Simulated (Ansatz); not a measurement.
# Cd2SO: the cost of one run

Method: DFT PBE, scalar-relativistic, plane waves, PAW, in Ansatz 0.2.0.

### Step 1. Starting point

It takes space group I4/mmm (No. 139, tetragonal). The conventional cell has a = 4.533 Å, b = 4.533 Å, c = 7.710 Å, α = 90.00°, β = 90.00°, γ = 90.00°. Around Cd (site symmetry 4mm) lie 1 S at 1.81 Å and 1 O at 2.04 Å. S (site symmetry 4/mmm) has 2 Cd at 1.81 Å as nearest neighbours. O (site symmetry 4/mmm) is surrounded by 2 Cd at 2.04 Å.

Structure file:

```xyz
4
Lattice="-2.2667 2.2667 3.8552 2.2667 -2.2667 3.8552 2.2667 2.2667 -3.8552" Properties=species:S:1:pos:R:3 pbc="T T T"
Cd    0.0000    0.0000    5.6669
Cd    0.0000    0.0000    2.0435
S     0.0000    0.0000    3.8552
O     0.0000    0.0000    0.0000
```

Recipe of the guess: random cell by space group and Wyckoff sites (I4/mmm, No. 139). Lengths come from tabulated atomic sizes and are only a guess.

### Step 2. The guess as it stands, on a coarse mesh

Contents of input.yaml:

```yaml
crystal:
  lattice:
    - [-2.26671498, 2.26671498, 3.85519513]
    - [2.26671498, -2.26671498, 3.85519513]
    - [2.26671498, 2.26671498, -3.85519513]
  atoms:
    - { symbol: Cd, position: [0.73496945, 0.73496945, 0.0] }
    - { symbol: Cd, position: [0.26503055, 0.26503055, 0.0] }
    - { symbol: S, position: [0.5, 0.5, 0.0] }
    - { symbol: O, position: [0.0, 0.0, 0.0] }
basis:
  ecutwfc: 420
kpoints:
  mp_grid: { grid: [6, 6, 6] }
hamiltonian:
  xc: pbe
scf:
  occupations: { method: gaussian, width: 0.1 }
  lower_state_search: "off"
output:
  forces: true
  stress: true
  eigenvalues: true
```

The run is started by

```console
$ ansatz run input.yaml --threads 1 --pin off --max-ram 2560MiB --backend cpu --events-out ev --progress --plain --runs-dir out
```

What time and memory should one allow on 1 thread of Intel Xeon Gold 6455B (Sapphire Rapids), shared host?

About 2.6 s, with a peak of 0.41 GiB.
